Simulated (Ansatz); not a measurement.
# GeHCl₂ radical: basis-set convergence

The task here is to estimate one member of a computed series from the others.

Program: Ansatz 0.2.0, Gaussian basis. Level of theory: one geometry, several basis sets. These are calculated values, not measurements.

Plan: PBE0-D4/def2-SVP; ωB97M-V/def2-SVP; PBE0-D4/def2-QZVPP; ωB97M-V/def2-QZVPP; the functionals' def2-TZVPP values are taken from earlier runs.

### The relaxed structure

An earlier PBE0-D4 in a triple-zeta def2 set relaxation fixed the geometry.

SMILES `[Cl][GeH][Cl]`, 4 atoms, charge 0, spin multiplicity 2.

Atoms are counted from 1 here; the program's logs count them from 0.

Bond lengths: Cl1–Ge2 2.151 Å, Ge2–Cl3 2.151 Å, Ge2–H4 1.555 Å. Angles: Cl1–Ge2–Cl3 108.1°, Cl1–Ge2–H4 107.4°, Cl3–Ge2–H4 107.4°.

The first run:

in.yaml

```yaml
crystal:
  periodic: [false, false, false]
  atoms:
    - {symbol: Cl, position_ang: [-1.679538, 0.753737, -0.615038]}
    - {symbol: Ge, position_ang: [0.214334, -0.253120, -0.455953]}
    - {symbol: Cl, position_ang: [0.210138, -1.401151, 1.362791]}
    - {symbol: H, position_ang: [1.310566, 0.840235, -0.312101]}
basis:
  gaussian: {orbitals: def2-SVP}
magnetization: {spin_polarized: true, initial_magnetization: 1}
hamiltonian: {xc: pbe0, dispersion: d4}
output: {orbitals: {seedname: orbitals}}
```

On the command line:

```bash
ansatz run in.yaml --threads 2 --pin off --events-out ev --progress --plain --max-ram 32768MiB --backend cpu
```

Among the steps run: PBE0-D4 in def2-SVP; ωB97M-V in def2-SVP; PBE0-D4 in def2-QZVPP; ωB97M-V in def2-QZVPP.

One table of the session follows, with a row left open; its other results are not shown here.

It belongs to the step «Functionals by basis». 

| functional | basis | HOMO (eV) | LUMO (eV) |
| --- | --- | --- | --- |
| PBE0-D4 | def2-SVP | -6.97 | -3.78 |
| PBE0-D4 | def2-TZVPP | ? | ? |
| PBE0-D4 | def2-QZVPP | -7.12 | -3.90 |
| ωB97M-V | def2-SVP | -8.91 | -1.89 |
| ωB97M-V | def2-TZVPP | -9.06 | -2.05 |
| ωB97M-V | def2-QZVPP | -9.11 | -2.13 |

Q: Estimate the row for PBE0-D4, def2-TZVPP from the others.

As computed: HOMO (eV): -7.09; LUMO (eV): -3.87. In the column «HOMO (eV)» it lies between PBE0-D4, def2-QZVPP (-7.12) and PBE0-D4, def2-SVP (-6.97).
